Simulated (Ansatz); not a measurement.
**C2H8BNO: one species, many methods**

One table from this session's results is given with a row withheld; the runs are named, their logs left out.

Computed with Ansatz 0.2.0, Gaussian basis. Level: functionals in def2-TZVPP, the program's frozen cores in correlated methods.

Plan: LDA (SPW92), PBE-D4, revPBE-D4, BLYP-D4, r2SCAN-D4, B97M-V, PBE0-D4, B3LYP-D4, r2SCANh-D4, r2SCAN0-D4, HSE06-D4, BHLYP-D4, CAM-B3LYP-D4, LC-ωPBE, ωB97X-V, ωB97M-V, B2PLYP, PBE-QIDH; CCSD(T)/def2-SVP; CCSD(T)/def2-TZVPP; MP2/def2-QZVPP; extrapolation to the limit; RPA on PBE.

**The relaxed structure**

An earlier PBE0-D4 in a triple-zeta def2 set relaxation fixed the geometry.

SMILES `COB(C)N`, 13 atoms, charge 0, spin multiplicity 1.

Atoms are counted from 1 here; the program's logs count them from 0.

Bond lengths: C1–O2 1.403 Å, C1–H6 1.096 Å, C1–H7 1.096 Å, C1–H8 1.091 Å, O2–B3 1.375 Å, B3–C4 1.577 Å, B3–N5 1.405 Å, C4–H9 1.092 Å, C4–H10 1.095 Å, C4–H11 1.095 Å, N5–H12 1.002 Å, N5–H13 1.005 Å. Angles: O2–C1–H6 111.9°, O2–C1–H7 111.9°, O2–C1–H8 108.0°, H6–C1–H7 108.3°, H6–C1–H8 108.4°, H7–C1–H8 108.4°, C1–O2–B3 121.5°, O2–B3–C4 122.6°, O2–B3–N5 115.7°, C4–B3–N5 121.7°, B3–C4–H9 112.8°, B3–C4–H10 111.2°, B3–C4–H11 111.2°, H9–C4–H10 107.5°, H9–C4–H11 107.5°, H10–C4–H11 106.1°, B3–N5–H12 123.1°, B3–N5–H13 122.2° and more.

Set-up of the first run:

Input file in.yaml:

```yaml
crystal:
  periodic: [false, false, false]
  atoms:
    - {symbol: C, position_ang: [-1.624551, 0.183947, 0.962544]}
    - {symbol: O, position_ang: [-0.790384, 0.890942, 0.082808]}
    - {symbol: B, position_ang: [0.372198, 0.340556, -0.404071]}
    - {symbol: C, position_ang: [0.853298, -1.110064, -0.015661]}
    - {symbol: N, position_ang: [1.113104, 1.156093, -1.276485]}
    - {symbol: H, position_ang: [-2.005011, -0.738904, 0.511151]}
    - {symbol: H, position_ang: [-1.109371, -0.075113, 1.894018]}
    - {symbol: H, position_ang: [-2.474732, 0.822956, 1.206446]}
    - {symbol: H, position_ang: [1.795310, -1.385657, -0.493736]}
    - {symbol: H, position_ang: [0.108944, -1.863013, -0.294661]}
    - {symbol: H, position_ang: [0.992086, -1.205523, 1.066261]}
    - {symbol: H, position_ang: [1.976415, 0.867094, -1.695927]}
    - {symbol: H, position_ang: [0.813093, 2.081886, -1.527885]}
basis:
  gaussian: {orbitals: def2-TZVPP}
hamiltonian: {xc: lda}
output: {orbitals: {seedname: orbitals}}
```

The run is started by

```
$ ansatz run in.yaml --threads 4 --pin off --events-out ev --progress --plain --max-ram 10444MiB
```

Among the steps run: LDA; PBE-D4 (GGA); revPBE-D4 (GGA); BLYP-D4 (GGA); r2SCAN-D4 (meta-GGA); B97M-V (meta-GGA); B3LYP-D4 (hybrid); r2SCANh-D4 (hybrid); r2SCAN0-D4 (hybrid); HSE06-D4 (hybrid); BHLYP-D4 (hybrid); CAM-B3LYP-D4 (range-separated); LC-ωPBE (range-separated); ωB97X-V (range-separated); ωB97M-V (range-separated); B2PLYP (double hybrid); PBE-QIDH (double hybrid).

One of the session's tables, all rows but one given; the rest of the session is left out.

It belongs to the step «Frontier levels by functional». 

```
  functional  HOMO (eV)  LUMO (eV)  gap (eV)
 LDA (SPW92)      -5.99       0.06      6.06
      PBE-D4      -5.84       0.18      6.02
   revPBE-D4      -5.78       0.25      6.03
     BLYP-D4      -5.73       0.16      5.89
   r2SCAN-D4      -6.13       0.93      7.07
      B97M-V      -6.23       0.32      6.55
     PBE0-D4      -7.29       0.94      8.23
    B3LYP-D4      -7.05       0.61      7.66
  r2SCANh-D4      -6.68       1.14      7.82
  r2SCAN0-D4          ?          ?         ?
    HSE06-D4      -6.88       0.58      7.46
    BHLYP-D4      -8.66       1.47     10.13
CAM-B3LYP-D4      -8.72       1.64     10.36
     LC-ωPBE     -10.10       2.91     13.00
     ωB97X-V      -9.74       2.69     12.43
     ωB97M-V      -9.67       2.20     11.87
```

Estimate the missing values for r2SCAN0-D4.

Worked estimate for «HOMO (eV)». Against the share of exact exchange, r2SCAN-D4 (0, -6.13), r2SCANh-D4 (0.1, -6.68) give a slope of -5.50 per unit share; at 0.25 the line stands at -7.50.

As computed: HOMO (eV): -7.50; LUMO (eV): 1.43; gap (eV): 8.93. In «HOMO (eV)» the line misses by 0.00.
